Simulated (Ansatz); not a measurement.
# C3H4BF: small, medium and large basis sets

Aim: see how fast density functionals converge with the basis set for C3H4BF.

Method: one geometry, several basis sets; program: Ansatz 0.2.0, Gaussian basis.

Plan: PBE0-D4/def2-SVP; ωB97M-V/def2-SVP; PBE0-D4/def2-QZVPP; ωB97M-V/def2-QZVPP; the functionals' def2-TZVPP values are taken from earlier runs.

### Step 1. Structure used throughout

The geometry comes from an earlier relaxation with PBE0-D4 in a triple-zeta def2 set; it is a stationary point, not always the lowest conformer.

SMILES `BC1=CC1F`, 9 atoms, charge 0, spin multiplicity 1.

Atoms are counted from 1 here; the program's logs count them from 0.

Bond lengths: B1–C2 1.499 Å, B1–H6 1.195 Å, B1–H7 1.194 Å, C2–C3 1.310 Å, C2–C4 1.516 Å, C3–C4 1.428 Å, C3–H8 1.078 Å, C4–F5 1.377 Å, C4–H9 1.086 Å. Angles: C2–B1–H6 120.3°, C2–B1–H7 119.3°, H6–B1–H7 120.4°, B1–C2–C3 163.2°, B1–C2–C4 136.5°, C3–C2–C4 60.2°, C2–C3–C4 67.1°, C2–C3–H8 144.9°, C4–C3–H8 146.8°, C2–C4–C3 52.7°, C2–C4–F5 118.5°, C2–C4–H9 121.0°, C3–C4–F5 119.4°, C3–C4–H9 126.0°, F5–C4–H9 109.0°.

### Step 2. PBE0-D4 in def2-SVP

in.yaml

```yaml
crystal:
  periodic: [false, false, false]
  atoms:
    - {symbol: B, position_ang: [-0.487908, 1.180134, -1.057056]}
    - {symbol: C, position_ang: [-0.291296, -0.033190, -0.199630]}
    - {symbol: C, position_ang: [-0.374056, -1.239195, 0.304649]}
    - {symbol: C, position_ang: [0.624628, -0.439375, 0.938156]}
    - {symbol: F, position_ang: [1.953649, -0.672694, 0.661931]}
    - {symbol: H, position_ang: [-1.452026, 1.870598, -0.911909]}
    - {symbol: H, position_ang: [0.360637, 1.485631, -1.838881]}
    - {symbol: H, position_ang: [-0.788128, -2.224977, 0.169772]}
    - {symbol: H, position_ang: [0.543202, 0.026767, 1.915768]}
basis:
  gaussian: {orbitals: def2-SVP}
hamiltonian: {xc: pbe0, dispersion: d4}
output: {orbitals: {seedname: orbitals}}
```

Launch:

```console
ansatz run in.yaml --threads 2 --pin off --events-out ev --progress --plain --max-ram 4352MiB
```

The runs that follow: ωB97M-V in def2-SVP; PBE0-D4 in def2-QZVPP; ωB97M-V in def2-QZVPP.

Before running them: what should the planned runs give, taken together? Wanted: PBE0-D4: double and triple zeta above quadruple; ωB97M-V: double and triple zeta above quadruple.

As calculated:

| quantity | value |
| --- | --- |
| PBE0-D4: double and triple zeta above quadruple | 7.87, 0.36 eV |
| ωB97M-V: double and triple zeta above quadruple | 8.14, 0.33 eV |

What this shows: For PBE0-D4 the step from double to triple zeta gains 7.52 eV and the next only 0.36 eV. Total energies overstate the basis error of differences, where much of it tends to cancel.
